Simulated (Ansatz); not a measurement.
# CH₅ClFNSi: a ladder of functionals and wavefunction methods

One table from this session's results is given with a row withheld; the runs are named, their logs left out.

The runs use Ansatz 0.2.0, Gaussian basis; functionals in def2-TZVPP, the program's frozen cores in correlated methods.

The runs, in order: PBE-D4, r2SCAN-D4, PBE0-D4, B3LYP-D4, ωB97X-V, ωB97M-V, B2PLYP; CCSD(T)/def2-TZVPP; MP2/def2-QZVPP; extrapolation to the limit.

**The geometry**

All runs share one geometry, relaxed beforehand with PBE0-D4 in a triple-zeta def2 set.

SMILES `FCN[SiH2]Cl`, 10 atoms, charge 0, spin multiplicity 1.

Atoms are counted from 1 here; the program's logs count them from 0.

Bond lengths: F1–C2 1.392 Å, C2–N3 1.409 Å, C2–H6 1.093 Å, C2–H7 1.093 Å, N3–Si4 1.709 Å, N3–H8 1.008 Å, Si4–Cl5 2.064 Å, Si4–H9 1.477 Å, Si4–H10 1.478 Å. Angles: F1–C2–N3 111.7°, F1–C2–H6 106.1°, F1–C2–H7 106.7°, N3–C2–H6 111.9°, N3–C2–H7 110.4°, H6–C2–H7 109.9°, C2–N3–Si4 125.3°, C2–N3–H8 114.8°, Si4–N3–H8 119.9°, N3–Si4–Cl5 113.0°, N3–Si4–H9 108.2°, N3–Si4–H10 109.0°, Cl5–Si4–H9 106.3°, Cl5–Si4–H10 106.2°, H9–Si4–H10 114.2°.

Set-up of the first run:

The input, in.yaml:

```yaml
crystal:
  periodic: [false, false, false]
  atoms:
    - {symbol: F, position_ang: [0.995699, 0.527227, 2.064025]}
    - {symbol: C, position_ang: [-0.106835, 0.650791, 1.222977]}
    - {symbol: N, position_ang: [-0.229949, -0.456360, 0.360114]}
    - {symbol: Si, position_ang: [0.262106, -0.491990, -1.275903]}
    - {symbol: Cl, position_ang: [-1.243710, 0.039901, -2.582831]}
    - {symbol: H, position_ang: [-0.976228, 0.756167, 1.876923]}
    - {symbol: H, position_ang: [0.037958, 1.568203, 0.646697]}
    - {symbol: H, position_ang: [-0.642462, -1.274875, 0.778769]}
    - {symbol: H, position_ang: [1.339014, 0.503016, -1.456495]}
    - {symbol: H, position_ang: [0.647707, -1.873380, -1.631377]}
basis:
  gaussian: {orbitals: def2-TZVPP}
hamiltonian: {xc: pbe, dispersion: d4}
output: {forces: true, orbitals: {seedname: orbitals}}
```

Command:

```
> ansatz run in.yaml --threads 4 --pin off --events-out ev --progress --plain --max-ram 10444MiB
```

Steps of the session up to this table: PBE-D4 (GGA); r2SCAN-D4 (meta-GGA); PBE0-D4 (hybrid); B3LYP-D4 (hybrid); ωB97X-V (range-separated); ωB97M-V (range-separated); B2PLYP (double hybrid); CCSD(T) in def2-TZVPP; MP2 in def2-QZVPP.

One of the session's tables, all rows but one given; the rest of the session is left out.

| method | atomisation energy (kJ/mol) |
| --- | --- |
| PBE-D4 | 3567.4 |
| r2SCAN-D4 | 3503.2 |
| PBE0-D4 | 3500.1 |
| B3LYP-D4 | 3501.2 |
| ωB97X-V | 3528.5 |
| ωB97M-V | 3523.5 |
| B2PLYP | 3462.3 |
| HF/def2-TZVPP | 2505.0 |
| MP2/def2-TZVPP | ? |
| CCSD/def2-TZVPP | 3346.8 |
| CCSD(T)/def2-TZVPP | 3399.9 |
| MP2/CBS | 3573.5 |
| CCSD(T)/CBS | 3508.1 |

Q: Estimate the row for MP2/def2-TZVPP from the others.

**Answer.** atomisation energy (kJ/mol): 3465.2. In the column «atomisation energy (kJ/mol)» it lies between B2PLYP (3462.3) and PBE0-D4 (3500.1).
